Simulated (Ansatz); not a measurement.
# CH₃O₂Si−: two torsions

Aim: map the energy of CH₃O₂Si, SMILES C=[Si]([O-])O, charge −1 over two coordinates, and find its wells, ridges and stiffness.

Program: Ansatz 0.2.0. Level of theory: RHF/def2-SVPD. These are calculated values, not measurements.

### Step 1. The system as given

SMILES `C=[Si]([O-])O`, 7 atoms, charge -1, spin multiplicity 1.

Atoms are counted from 1 here; the program's logs count them from 0.

Bond lengths: C1–Si2 1.748 Å, C1–H5 1.099 Å, C1–H6 1.102 Å, Si2–O3 1.583 Å, Si2–O4 1.733 Å, O4–H7 0.973 Å. Angles: Si2–C1–H5 121.9°, Si2–C1–H6 122.1°, H5–C1–H6 116.1°, C1–Si2–O3 135.0°, C1–Si2–O4 111.3°, O3–Si2–O4 113.7°, Si2–O4–H7 108.2°.

Coordinates:

```xyz
7

C    -0.6779    0.8804    0.2292
Si    0.4975   -0.3919    0.4664
O     1.3681   -0.8987    1.6870
O     0.7543   -1.2923   -0.9922
H    -0.9677    1.5611    1.0418
H    -1.1753    1.0446   -0.7405
H     0.2010   -0.9032   -1.6917
```

This geometry comes from a loose relaxation at PBE in a small basis, which is not shown.

### Step 3. Plan of the scan

First coordinate, dihedral C1–Si2–O4–H7: 18 values from −180 to 160 °, periodic. Second coordinate, dihedral H5–C1–Si2–O4: 18 values from −180 to 160 °, periodic.

Nothing else is relaxed (all other coordinates rigid). Energies count from the relaxed molecule at the same level. Points are written as (first, second).

(The set-up runs are not shown.)

### Step 4. Grid point (−80°, 160°)

File input.yaml:

```yaml
crystal:
  periodic: [false, false, false]
  atoms:
    - { symbol: C, position_ang: [-0.668524, 0.871584, 0.234901] }
    - { symbol: Si, position_ang: [0.493492, -0.387224, 0.454261] }
    - { symbol: O, position_ang: [1.603867, -0.660102, 1.482585] }
    - { symbol: O, position_ang: [0.358755, -1.567926, -0.739259] }
    - { symbol: H, position_ang: [-0.960613, 1.53865, 1.038122] }
    - { symbol: H, position_ang: [-1.157834, 1.049638, -0.718956] }
    - { symbol: H, position_ang: [-0.341175, -2.175699, -0.572438] }
total_charge: -1
basis:
  gaussian: { orbitals: def2-SVPD }
hamiltonian:
  xc: hf
output:
  forces: true
```

Run with:

```
$ ansatz run input.yaml --threads 1 --pin off --max-ram 2560MiB --backend cpu --events-out ev --progress --plain --runs-dir out
```

The session goes on with these runs: all other points of the grid.

Before running it: what results should come out? Wanted: lowest point; highest computed point; largest force on an atom.

The runs gave:

| quantity | value |
| --- | --- |
| lowest point | (−180°, −180°), −0.06 eV |
| highest computed point | (−80°, 80°), 1.41 eV above the lowest |
| largest force on an atom (eV/Å) | 0.00 at (0°, −180°) to 1.17 at (−40°, −100°); 0.66 at the lowest point |
| time for the whole task | 5.2 min on 1 thread, shared host |

What this shows: The lowest computed point is at (−180°, −180°), −0.06 eV from the relaxed molecule at the same level; the map holds 2 wells of about this depth. There is a further well near (0°, −180°) (0.06 eV above the lowest at that grid point). The highest computed point, (−80°, 80°), lies 1.41 eV above the lowest. On the interpolated surface the easiest way out of the lowest well to the well at (0°, −180°) passes a barrier of about 0.25 eV. Round the minimum the valley is somewhat tilted: raising dihedral C1–Si2–O4–H7 shifts the best value of dihedral H5–C1–Si2–O4 upwards (coupling k₁₂/√(k₁₁k₂₂) about −0.2).
